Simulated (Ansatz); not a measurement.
# Bis(tert-butylamino)silane (BTBAS) (C8H22N2Si): a ladder of functionals and wavefunction methods

How much do the methods differ for bis(tert-butylamino)silane (BTBAS) (C8H22N2Si)? The plan is to run it at one geometry with functionals of several rungs and with coupled cluster, and see how far each lands from CCSD(T) at the basis-set limit for the atomisation energy.

Program: Ansatz 0.2.0, Gaussian basis. Level of theory: functionals in def2-TZVPP, the program's frozen cores in correlated methods. These are calculated values, not measurements.

Plan: LDA (SPW92), PBE-D4, revPBE-D4, BLYP-D4, r2SCAN-D4, B97M-V, PBE0-D4, B3LYP-D4, r2SCANh-D4, r2SCAN0-D4, HSE06-D4, BHLYP-D4, CAM-B3LYP-D4, LC-ωPBE, ωB97X-V, ωB97M-V, B2PLYP, PBE-QIDH; CCSD(T)/def2-SVP; CCSD(T)/def2-TZVPP; MP2/def2-QZVPP; extrapolation to the limit; RPA on PBE.

## Step 1: The geometry

The geometry comes from an earlier relaxation with PBE0-D4 in a triple-zeta def2 set; it is a stationary point, not always the lowest conformer.

SMILES `CC(C)(C)N[SiH2]NC(C)(C)C`, 33 atoms, charge 0, spin multiplicity 1.

Atoms are counted from 1 here; the program's logs count them from 0.

Bond lengths: C1–C2 1.530 Å, C1–H12 1.094 Å, C1–H13 1.093 Å, C1–H14 1.093 Å, C2–C3 1.524 Å, C2–C4 1.525 Å, C2–N5 1.462 Å, C3–H15 1.092 Å, C3–H16 1.092 Å, C3–H17 1.092 Å, C4–H18 1.093 Å, C4–H19 1.092 Å, C4–H20 1.095 Å, N5–Si6 1.721 Å, N5–H21 1.012 Å, Si6–N7 1.720 Å, Si6–H22 1.493 Å, Si6–H23 1.492 Å and more. Angles: C2–C1–H12 111.4°, C2–C1–H13 110.6°, C2–C1–H14 110.6°, H12–C1–H13 108.1°, H12–C1–H14 108.2°, H13–C1–H14 107.9°, C1–C2–C3 109.6°, C1–C2–C4 109.4°, C1–C2–N5 111.1°, C3–C2–C4 109.1°, C3–C2–N5 110.0°, C4–C2–N5 107.7°, C2–C3–H15 110.6°, C2–C3–H16 110.0°, C2–C3–H17 111.7°, H15–C3–H16 108.6°, H15–C3–H17 108.1°, H16–C3–H17 107.8° and more.

Coordinates:

```xyz
33
C8H22N2Si
C    -3.0044   -1.4020   -1.3359
C    -2.6765   -0.0292   -0.7449
C    -3.2966    0.0909    0.6416
C    -3.2499    1.0609   -1.6443
N    -1.2309    0.1767   -0.6647
Si   -0.0823   -0.5218    0.4093
N     1.3279    0.4264    0.1415
C     2.6997    0.2070    0.5971
C     3.1027   -1.2419    0.3549
C     3.6109    1.1217   -0.2150
C     2.8424    0.5364    2.0846
H    -4.0843   -1.5524   -1.4213
H    -2.5671   -1.5054   -2.3326
H    -2.5980   -2.1984   -0.7072
H    -3.0379    1.0493    1.0965
H    -4.3844    0.0206    0.5715
H    -2.9527   -0.7034    1.3071
H    -4.3321    0.9536   -1.7488
H    -3.0347    2.0482   -1.2302
H    -2.8109    1.0068   -2.6455
H    -0.8379    0.3528   -1.5806
H    -0.6602   -0.4787    1.7849
H     0.2740   -1.9497    0.1607
H     1.1169    1.4148    0.0864
H     2.5098   -1.9316    0.9592
H     2.9667   -1.5091   -0.6951
H     4.1530   -1.3859    0.6179
H     3.5311    0.8907   -1.2793
H     4.6537    1.0084    0.0908
H     3.3331    2.1706   -0.0713
H     2.1919   -0.1052    2.6844
H     3.8713    0.3962    2.4277
H     2.5591    1.5749    2.2767
```

## Step 2: LDA

This LDA is Slater exchange with PW92 correlation.

in.yaml

```yaml
crystal:
  periodic: [false, false, false]
  atoms:
    - {symbol: C, position_ang: [-3.004428, -1.402006, -1.335885]}
    - {symbol: C, position_ang: [-2.676505, -0.029231, -0.744870]}
    - {symbol: C, position_ang: [-3.296630, 0.090876, 0.641566]}
    - {symbol: C, position_ang: [-3.249916, 1.060887, -1.644252]}
    - {symbol: N, position_ang: [-1.230891, 0.176684, -0.664697]}
    - {symbol: Si, position_ang: [-0.082336, -0.521840, 0.409309]}
    - {symbol: N, position_ang: [1.327942, 0.426436, 0.141518]}
    - {symbol: C, position_ang: [2.699734, 0.207031, 0.597137]}
    - {symbol: C, position_ang: [3.102750, -1.241914, 0.354923]}
    - {symbol: C, position_ang: [3.610934, 1.121722, -0.214986]}
    - {symbol: C, position_ang: [2.842386, 0.536408, 2.084575]}
    - {symbol: H, position_ang: [-4.084323, -1.552368, -1.421286]}
    - {symbol: H, position_ang: [-2.567074, -1.505362, -2.332644]}
    - {symbol: H, position_ang: [-2.597990, -2.198402, -0.707187]}
    - {symbol: H, position_ang: [-3.037884, 1.049335, 1.096524]}
    - {symbol: H, position_ang: [-4.384411, 0.020555, 0.571458]}
    - {symbol: H, position_ang: [-2.952750, -0.703431, 1.307077]}
    - {symbol: H, position_ang: [-4.332122, 0.953601, -1.748845]}
    - {symbol: H, position_ang: [-3.034654, 2.048210, -1.230192]}
    - {symbol: H, position_ang: [-2.810911, 1.006775, -2.645459]}
    - {symbol: H, position_ang: [-0.837856, 0.352821, -1.580564]}
    - {symbol: H, position_ang: [-0.660227, -0.478734, 1.784876]}
    - {symbol: H, position_ang: [0.274047, -1.949672, 0.160744]}
    - {symbol: H, position_ang: [1.116948, 1.414782, 0.086396]}
    - {symbol: H, position_ang: [2.509753, -1.931627, 0.959210]}
    - {symbol: H, position_ang: [2.966657, -1.509110, -0.695133]}
    - {symbol: H, position_ang: [4.153049, -1.385933, 0.617928]}
    - {symbol: H, position_ang: [3.531118, 0.890742, -1.279313]}
    - {symbol: H, position_ang: [4.653747, 1.008427, 0.090765]}
    - {symbol: H, position_ang: [3.333142, 2.170606, -0.071301]}
    - {symbol: H, position_ang: [2.191935, -0.105189, 2.684414]}
    - {symbol: H, position_ang: [3.871314, 0.396221, 2.427661]}
    - {symbol: H, position_ang: [2.559148, 1.574898, 2.276735]}
basis:
  gaussian: {orbitals: def2-TZVPP}
hamiltonian: {xc: lda}
output: {orbitals: {seedname: orbitals}}
```

Run with:

```bash
> ansatz run in.yaml --threads 11 --pin off --events-out ev --progress --plain --max-ram 110592MiB --backend cuda --devices 0, --max-vram 75GiB
```

After this run come: PBE-D4 (GGA); revPBE-D4 (GGA); BLYP-D4 (GGA); r2SCAN-D4 (meta-GGA); B97M-V (meta-GGA); PBE0-D4 (hybrid); B3LYP-D4 (hybrid); r2SCANh-D4 (hybrid); r2SCAN0-D4 (hybrid); HSE06-D4 (hybrid); BHLYP-D4 (hybrid); CAM-B3LYP-D4 (range-separated); LC-ωPBE (range-separated); ωB97X-V (range-separated); ωB97M-V (range-separated); B2PLYP (double hybrid); PBE-QIDH (double hybrid); CCSD(T) in def2-SVP; CCSD(T) in def2-TZVPP; MP2 in def2-QZVPP; RPA on PBE orbitals.

Q: Predict the results of all the runs planned. Wanted: atomisation energy, CCSD(T)/CBS; farthest beyond LDA; mean size of error, GGA; mean size of error, meta-GGA; mean size of error, hybrid; mean size of error, range-separated; mean size of error, double hybrid; gap, smallest and largest; T1 diagnostic.

As calculated:

| quantity | value |
| --- | --- |
| atomisation energy, CCSD(T)/CBS | 12824.0 kJ/mol |
| functionals within 64.1 kJ/mol (0.5 %) | revPBE-D4, BLYP-D4, r2SCAN-D4, B97M-V, PBE0-D4, B3LYP-D4, r2SCANh-D4, HSE06-D4, LC-ωPBE, ωB97X-V, ωB97M-V, PBE-QIDH |
| farthest beyond LDA | BHLYP-D4 (-264.1 kJ/mol) |
| mean size of error, GGA | 103.2 kJ/mol |
| mean size of error, meta-GGA | 7.8 kJ/mol |
| mean size of error, hybrid | 94.7 kJ/mol |
| mean size of error, range-separated | 47.4 kJ/mol |
| mean size of error, double hybrid | 93.3 kJ/mol |
| gap, smallest and largest | 5.06 eV (LDA (SPW92)), 12.25 eV (LC-ωPBE) |
| T1 diagnostic | 0.0098 |
| triples share of the correlation energy | 3.9 % |

LDA overbinds by 1719.0 kJ/mol (13 %). PBE-D4 misses by +203.0 kJ/mol. Double hybrids carry the basis error of their MP2 part in triple zeta, and no dispersion term here, so their miss is partly the set-up's. The rungs meta-GGA, range-separated miss on average by less than the doubt on the reference (64.1 kJ/mol), so they tie. The reference freezes the cores and leaves out relativity and excitations past (T), so misses under about 64.1 kJ/mol can't be ranked. Hartree-Fock recovers 74 % of the binding; the rest is correlation. CCSD(T) in def2-SVP is off by -569.8 kJ/mol, which most functionals beat. The gap grows from 5.1 to 12.2 eV across the functionals, mostly with the share of exact exchange.
